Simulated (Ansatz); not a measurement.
**GaAsH2+ (doublet): from Hartree-Fock to the top rungs, cc-pVDZ**

How much of the correlation energy of GaAsH2+ (doublet) does each wave-function method recover here?

The runs use Ansatz 0.2.0, Gaussian basis; cc-pVDZ, core rule «outside noble gas», up to 28 orbitals frozen.

Plan: UHF; CCSD(T) on ROHF; CCSD(T) on UHF; BCCD(T) on ROHF; CISD; CCSDT(Q) on ROHF; CCSDT(Q) on UHF; CCSDTQ on ROHF.

9 further runs of the same task are left out: 5 for a known fault of the program, 4 set aside as unsound or not needed.

## Step 1: What is computed

The geometry is a PBE0/def2-TZVP stationary point (not a proven minimum) of the parent state, kept for this charge and spin. No spin-orbit coupling is included. The filled d shell of Ga, As may be among the frozen orbitals whatever the setting's name suggests; the logs give the count.

4 atoms, charge 1, spin multiplicity 2.

Atoms are counted from 1 here; the program's logs count them from 0.

Bond lengths: Ga1–As2 2.303 Å, Ga1–H3 1.568 Å, Ga1–H4 1.568 Å. Angles: As2–Ga1–H3 118.9°, As2–Ga1–H4 118.9°, H3–Ga1–H4 122.1°.

## Step 2: UHF

in.yaml

```yaml
crystal:
  periodic: [false, false, false]
  atoms:
    - {symbol: Ga, position_ang: [0.000000, 0.000000, 1.166243]}
    - {symbol: As, position_ang: [0.000000, 0.000000, -1.137111]}
    - {symbol: H, position_ang: [0.000000, 1.371735, 1.924811]}
    - {symbol: H, position_ang: [0.000000, -1.371735, 1.924811]}
basis:
  gaussian: {orbitals: cc-pVDZ}
total_charge: 1
magnetization: {spin_polarized: true, initial_magnetization: 1}
hamiltonian: {xc: hf}
output: {orbitals: {seedname: orbitals}}
```

Launch:

```
> ansatz run in.yaml --threads 1 --pin off --events-out ev --progress --plain --max-ram 4096MiB --backend cpu
```

The runs that follow: CCSD(T) on ROHF; CCSD(T) on UHF; BCCD(T) on ROHF; CISD; CCSDT(Q) on ROHF; CCSDT(Q) on UHF; CCSDTQ on ROHF.

Q: Predict the results of all the runs planned. Wanted: RCCSDTQ below the RHF energy; RMP2 from RCCSDTQ; UMP2 from RCCSDTQ; RCCSD from RCCSDTQ; RCCSD(T) from RCCSDTQ; UCCSD(T) from RCCSDTQ; RCCSDT(Q) from RCCSDTQ; UCCSDT(Q) from RCCSDTQ; T1 diagnostic.

**Answer**, as computed:

| quantity | value |
| --- | --- |
| RCCSDTQ below the RHF energy | -4.5080 eV |
| RMP2 from RCCSDTQ | +112.8 kJ/mol |
| UMP2 from RCCSDTQ | +120.3 kJ/mol |
| RCCSD from RCCSDTQ | +15.4 kJ/mol |
| RCCSD(T) from RCCSDTQ | +4.4 kJ/mol |
| UCCSD(T) from RCCSDTQ | +6.0 kJ/mol |
| RCCSDT(Q) from RCCSDTQ | +0.1 kJ/mol |
| UCCSDT(Q) from RCCSDTQ | -0.1 kJ/mol |
| levels within 1 kcal/mol (43 meV) | RCCSDT, UCCSDT, RCCSDT(Q), UCCSDT(Q) |
| T1 diagnostic | 0.033 |

What this shows: RCCSD(T) lands +4.4 kJ/mol from the yardstick (1.0 % of the correlation energy). These misses are within one basis, not against nature; the frozen cores of restricted and unrestricted runs differ, which can shift their rows.
